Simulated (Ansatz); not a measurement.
**Sn₂H₆: one species, many methods**

One table from this session's results is given with a row withheld; the runs are named, their logs left out.

Program: Ansatz 0.2.0, Gaussian basis. Level of theory: functionals in def2-TZVPP, the program's frozen cores in correlated methods. These are calculated values, not measurements.

The runs, in order: LDA (SPW92), PBE-D4, revPBE-D4, BLYP-D4, r2SCAN-D4, B97M-V, PBE0-D4, B3LYP-D4, r2SCANh-D4, r2SCAN0-D4, HSE06-D4, BHLYP-D4, CAM-B3LYP-D4, LC-ωPBE, ωB97X-V, ωB97M-V, B2PLYP, PBE-QIDH; CCSD(T)/def2-SVP; CCSD(T)/def2-TZVPP; MP2/def2-QZVPP; extrapolation to the limit; RPA on PBE.

### The relaxed structure

An earlier PBE0-D4 in a triple-zeta def2 set relaxation fixed the geometry. Sn takes the def2 core potential; no spin-orbit term is included.

SMILES `[SnH3][SnH3]`, 8 atoms, charge 0, spin multiplicity 1.

Atoms are counted from 1 here; the program's logs count them from 0.

Bond lengths: Sn1–Sn2 2.767 Å, Sn1–H3 1.707 Å, Sn1–H4 1.707 Å, Sn1–H5 1.707 Å, Sn2–H6 1.707 Å, Sn2–H7 1.707 Å, Sn2–H8 1.707 Å. Angles: Sn2–Sn1–H3 110.6°, Sn2–Sn1–H4 110.6°, Sn2–Sn1–H5 110.6°, H3–Sn1–H4 108.3°, H3–Sn1–H5 108.3°, H4–Sn1–H5 108.3°, Sn1–Sn2–H6 110.6°, Sn1–Sn2–H7 110.6°, Sn1–Sn2–H8 110.6°, H6–Sn2–H7 108.3°, H6–Sn2–H8 108.3°, H7–Sn2–H8 108.3°.

As a file:

```xyz
8
charge 0, multiplicity 1
Sn   -0.7405    0.4916   -1.0554
Sn    0.7638   -0.5061    1.0412
H    -0.5326   -0.4652   -2.4542
H    -2.4001    0.5001   -0.6536
H    -0.2704    2.0909   -1.4250
H     0.5411    0.4408    2.4446
H     2.4251   -0.4978    0.6471
H     0.3058   -2.1115    1.3995
```

Set-up of the first run:

File in.yaml:

```yaml
crystal:
  periodic: [false, false, false]
  atoms:
    - {symbol: Sn, position_ang: [-0.740533, 0.491617, -1.055358]}
    - {symbol: Sn, position_ang: [0.763750, -0.506060, 1.041233]}
    - {symbol: H, position_ang: [-0.532556, -0.465151, -2.454209]}
    - {symbol: H, position_ang: [-2.400053, 0.500118, -0.653581]}
    - {symbol: H, position_ang: [-0.270352, 2.090928, -1.424978]}
    - {symbol: H, position_ang: [0.541079, 0.440751, 2.444615]}
    - {symbol: H, position_ang: [2.425085, -0.497820, 0.647087]}
    - {symbol: H, position_ang: [0.305778, -2.111483, 1.399489]}
basis:
  gaussian: {orbitals: def2-TZVPP}
hamiltonian: {xc: lda}
output: {orbitals: {seedname: orbitals}}
```

The run is started by

```console
> ansatz run in.yaml --threads 2 --pin off --events-out ev --progress --plain --max-ram 4352MiB
```

Among the steps run: LDA; PBE-D4 (GGA); revPBE-D4 (GGA); BLYP-D4 (GGA); r2SCAN-D4 (meta-GGA); B97M-V (meta-GGA); PBE0-D4 (hybrid); B3LYP-D4 (hybrid); r2SCANh-D4 (hybrid); r2SCAN0-D4 (hybrid); HSE06-D4 (hybrid); BHLYP-D4 (hybrid); CAM-B3LYP-D4 (range-separated); LC-ωPBE (range-separated); ωB97X-V (range-separated); ωB97M-V (range-separated); B2PLYP (double hybrid); PBE-QIDH (double hybrid).

One of the session's tables, all rows but one given; the rest of the session is left out.

It belongs to the step «Frontier levels by functional». 

```
  functional  HOMO (eV)  gap (eV)
 LDA (SPW92)      -6.85      5.26
      PBE-D4      -6.73      5.35
   revPBE-D4      -6.69      5.37
     BLYP-D4      -6.59      5.21
   r2SCAN-D4      -6.98      5.94
      B97M-V      -7.05      5.92
     PBE0-D4      -7.72      7.14
    B3LYP-D4          ?         ?
  r2SCANh-D4      -7.34      6.57
  r2SCAN0-D4      -7.88      7.51
    HSE06-D4      -7.33      6.40
    BHLYP-D4      -8.58      8.73
CAM-B3LYP-D4      -8.89      9.11
     LC-ωPBE     -10.14     11.45
     ωB97X-V      -9.84     11.04
     ωB97M-V      -9.68     10.54
```

Q: Estimate the row for B3LYP-D4 from the others.

Worked estimate for «HOMO (eV)». Against the share of exact exchange, BLYP-D4 (0, -6.59), BHLYP-D4 (0.5, -8.58) give a slope of -3.98 per unit share; at 0.2 the line stands at -7.39.

The run gave: HOMO (eV): -7.53; gap (eV): 6.64. In «HOMO (eV)» the line misses by +0.14.
